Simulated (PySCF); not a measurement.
# The bond of CaIn, level by level

An exercise on one series of results from a longer session: the logs are not shown, and one member is left open.

Computed with PySCF 2.14.0. Level: Ca def2-SVP, In def2-SVP with ECP28, scalar-relativistic core potentials.

Set-up of the first run:

A driver script around PySCF takes these settings:

```json
{
  "atoms": "Ca, In",
  "charge": "0",
  "basis": "Ca def2-SVP, In def2-SVP with ECP28",
  "Hamiltonian": "scalar-relativistic core potentials",
  "basis functions": "50",
  "electrons treated": "41",
  "masses in u": "39.9626, 114.9039",
  "levels": "PBE0, PBE, r²SCAN, PBEsol, PW91, MN15, LC-ωPBE, HF, MP2, SCS-MP2, CCSD, CCSD(T)",
  "grid": "80 radial by 434 angular points",
  "occupations": "held fixed by the projection of orbital angular momentum",
  "dissociation limit": "Ca + In, each in its ground configuration",
  "starting distance in angstrom": "2.980",
  "values of 2S to try": "1, 3"
}
```

Command:

```bash
$ OMP_NUM_THREADS=1 python dia.py task.json out
```

Among the steps run: The job; PBE0 along the bond; Other states along the same grid; PBE (GGA); r²SCAN (meta-GGA); PBEsol; PW91 (GGA); MN15; LC-ωPBE (range-separated hybrid); ROHF (mean field); Adding correlation.

One table of the session follows, with a row left open; its other results are not shown here.

| level | Re (Å) | ωe (cm⁻¹) | De (eV) |
| --- | --- | --- | --- |
| ROHF | 4.123 | 30.5 | 0.028 |
| ROHF-MP2 | 3.431 | 99.5 | 0.325 |
| ROHF-SCS-MP2 | 3.496 | 87.8 | 0.246 |
| ROHF-CCSD | ? | ? | ? |
| ROHF-CCSD(T) | 3.411 | 106.4 | 0.348 |
| PBE | 3.258 | 133.2 | 0.72 |
| PBEsol | 3.210 | 140.4 | 0.83 |
| PW91 | 3.246 | 135.1 | 0.75 |
| r²SCAN | 3.227 | 141.7 | 0.77 |
| PBE0 | 3.272 | 129.4 | 0.58 |
| MN15 | 3.315 | 114.5 | 0.56 |
| LC-ωPBE | 3.207 | 141.6 | 0.50 |

**Question.** Estimate the row for ROHF-CCSD.

As computed: Re (Å): 3.466; ωe (cm⁻¹): 95.4; De (eV): 0.276. In the column «Re (Å)» it lies between ROHF-MP2 (3.431) and ROHF-SCS-MP2 (3.496).

De is counted to Ca + In in their ground configurations.
